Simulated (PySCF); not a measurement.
# SnH2(NHEt)2: geometry, NMR shifts and electronic excitations

Wanted: the NMR shifts and electronic excitations of SnH2(NHEt)2 (`[H][Sn]([H])([NH]CC)[NH]CC`), by calculation.

Programs: PySCF 2.14.0, with density-fitted response routines of our own. Each step states its level of theory. These are calculated values for one molecule in the gas phase, unless marked as measured. Atoms are numbered from 0 throughout.

### Step 1. The molecule as given

21 atoms, charge 0, multiplicity 1; geometry from: GFN2-xTB. The atoms were then displaced at random by about 0.03 Å, so the start is not that level's minimum.

Bonds of the start (Å): Sn0–H1 1.70, Sn0–H2 1.58, Sn0–N3 2.07, Sn0–N12 2.01, N3–C4 1.41, N3–H6 1.00, C4–C5 1.53, C4–H7 1.07, C4–H8 1.18, C5–H9 1.12, C5–H10 1.08, C5–H11 1.06, N12–C13 1.48, N12–H15 0.92, C13–C14 1.52, C13–H16 1.10, C13–H17 1.11, C14–H18 1.10, C14–H19 1.01, C14–H20 1.12.

### Step 2. Optimising the geometry at PBE0-D3(BJ)/def2-SVP

What the job is given:

```
{"job": {"xc": "PBE0", "basis": "def2-SVP", "d3": "d3bj", "grid": 1, "maxiter": 40, "shake": 0.03, "kind": "geom"}, "charge": 0, "multiplicity": 1}
Sn     0.317490    -0.131130     0.511480
H     -0.262910    -0.292810     2.097300
H      1.893500    -0.035850     0.494680
N     -0.698210     1.546690    -0.134890
C     -0.683990     2.817810     0.466730
C      0.594790     3.596500     0.145320
H     -0.743560     1.640700    -1.130890
H     -1.492080     3.453190     0.174930
H     -0.741810     2.715190     1.636840
H      1.460460     3.009770     0.532120
H      0.589750     4.552360     0.649270
H      0.707510     3.711220    -0.904420
N     -0.287680    -1.360670    -0.961960
C      0.298090    -2.718780    -0.919250
C     -0.250030    -3.691660     0.111840
H     -1.199740    -1.392780    -1.094980
H      0.185460    -3.115730    -1.942180
H      1.398090    -2.627200    -0.774270
H     -0.045110    -3.288280     1.112650
H      0.135120    -4.625630     0.046270
H     -1.361880    -3.746900    -0.046170
```

Started as:

```console
$ OMP_NUM_THREADS=1 python probes_run.py task.json out
```

One launch serves the whole session: the jobs run in the order shown.

**Question.** This job is followed by: GIAO PBE0/pcSseg-1 Sn:def2-TZVP NMR shielding, non-relativistic, gas phase; TDDFT B3LYP/def2-SVPD, vertical, gas phase, core orbitals frozen in the response; GIAO wB97X-D/pcSseg-1 Sn:def2-TZVP NMR shielding, non-relativistic, gas phase. What will the session give for the following? rotational constants (main isotopes); 13C shifts against TMS (PBE0/def2-TZVP+pcSseg-1, means over atoms taken as alike); 1H shifts against TMS (PBE0/def2-TZVP+pcSseg-1, means over atoms taken as alike); 15N shifts against NH3 (PBE0/def2-TZVP+pcSseg-1, means over atoms taken as alike); surface potential, 1st and 99th percentile; lowest singlet (B3LYP/def2-SVPD); brightest single state of those computed; lowest triplet; range of the shift of N3.

As calculated:

| quantity | value |
| --- | --- |
| rotational constants (main isotopes) | 5.52, 0.66, 0.63 GHz |
| 13C shifts against TMS (PBE0/def2-TZVP+pcSseg-1, means over atoms taken as alike) | 44.1, 26.8 ppm |
| 1H shifts against TMS (PBE0/def2-TZVP+pcSseg-1, means over atoms taken as alike) | 5.61, 2.86, 0.98, 0.09 ppm |
| 15N shifts against NH3 (PBE0/def2-TZVP+pcSseg-1, means over atoms taken as alike) | 45.0 ppm |
| surface potential, 1st and 99th percentile | -1.36 V and 1.18 V |
| lowest singlet (B3LYP/def2-SVPD) | 5.22 eV (238 nm), f = 0.025 |
| brightest single state of those computed | state 9, 6.54 eV, f = 0.092 |
| lowest triplet | 4.69 eV |
| range of the shift of N3 | 38.1 to 45.0 ppm |

In words: The start was shaken at random, so part of the energy gained undoes that. Over 10 steps the energy fell by 0.967 eV; of the close pairs, Sn0–H2 changed most, 1.579 to 1.723 Å. No frequency check was run at this level, so the end point may be a saddle. At PBE0/def2-TZVP+pcSseg-1: Shielding is most anisotropic at N3, N12 (span 76 ppm, paramagnetic term -104 ppm). The lowest singlet, at 5.22 eV, is HOMO→LUMO 0.86, HOMO−1→LUMO+2 0.10 and is weak; of the 10 states computed, the strongest absorption comes from state 9 at 6.54 eV. The lowest triplet lies 0.53 eV below the lowest singlet (triplets in Tamm-Dancoff, singlets in full TDDFT). Spin-orbit coupling, left out, mixes singlets and triplets in elements this heavy. States above −ε(HOMO) lie where TDDFT describes them poorly and they hang on the basis; the brightest is among them. In ppm, N3 (with its like atoms) moves most: its shift spreads over 6.9 ppm, from 38.1 (wB97X-D/def2-TZVP+pcSseg-1) to 45.0 (PBE0/def2-TZVP+pcSseg-1). Spin-orbit coupling is left out, which matters for shieldings and couplings at and beside the heavy atoms.
